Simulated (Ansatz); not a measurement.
Write a Python script for the Python package of Ansatz (0.2.0) that makes energies of removing a hydrogen of ClH4NSi2, SMILES Cl[SiH]1N[SiH2]1. Settings (for the species named): CAM-B3LYP, aug-cc-pVDZ basis, multiplicity 1.

```xyz
8

Cl   -0.9625    2.1662    0.9860
Si   -0.3201    1.0176   -0.5200
N     0.7548   -0.0308    0.1420
Si   -0.2625   -1.2044   -0.1790
H     0.4176    1.7407   -1.6022
H     0.8555    0.1555    1.1538
H     0.2909   -2.1327   -1.1691
H    -0.6816   -1.7690    1.1328
```

Script `run_bde.py`:
```python
'''X-H bond energies of ClH4NSi2 without relaxation.'''

import ansatz as az

BASIS_SET = 'aug-cc-pVDZ'
XC = 'cam_b3lyp'


def single_point(molecule, charge=0, unpaired=0):
    calc = molecule.calculation().basis(gaussian=BASIS_SET).functional(XC)
    if charge:
        calc = calc.charge(charge)
    if unpaired:
        calc = calc.spin('collinear', total=unpaired)
    report = calc.run().report
    if report['published_state_doubts']:
        print('  doubts:', report['published_state_doubts'])
    return report['free_energy_ev']

def without(molecule, index):
    rest = az.Crystal.molecule()
    for i, site in enumerate(molecule.cartesian_sites):
        if i != index:
            rest = rest.atom(site.symbol, site.position_ang)
    return rest

geometry_ang = [
    ('Cl', [-0.9625, 2.1662, 0.986]),
    ('Si', [-0.3201, 1.0176, -0.52]),
    ('N', [0.7548, -0.0308, 0.142]),
    ('Si', [-0.2625, -1.2044, -0.179]),
    ('H', [0.4176, 1.7407, -1.6022]),
    ('H', [0.8555, 0.1555, 1.1538]),
    ('H', [0.2909, -2.1327, -1.1691]),
    ('H', [-0.6816, -1.769, 1.1328]),
]
clh4nsi2 = az.Crystal.molecule()
for symbol, xyz in geometry_ang:
    clh4nsi2 = clh4nsi2.atom(symbol, xyz)

whole = single_point(clh4nsi2, 0)
hydrogen = single_point(az.Crystal.molecule().atom('H', (0, 0, 0)), 0, 1)
print(f'E(molecule) = {whole:.5f} eV, E(H) = {hydrogen:.5f} eV')
for index in [4, 5, 7]:
    radical = single_point(without(clh4nsi2, index), 0, 1)
    print(f'H{index}: homolysis {23.060548 * (radical + hydrogen - whole):.1f} kcal/mol')
```

```console
$ python run_bde.py
E(molecule) = -29832.37931 eV, E(H) = -13.55985 eV
H4: homolysis 75.3 kcal/mol
H5: homolysis 94.5 kcal/mol
H7: homolysis 87.2 kcal/mol
```

These settings explore the input space; basis and method may be short of convergence. The geometry is a force-field or estimated start, not a minimum of this method, and the basis set is short of its limit. All parts are taken at fixed geometry, without zero-point energy. Wall time of the script: 110 s on 1 thread of Arm Neoverse N1 (shared host), peak memory 0.61 GiB.
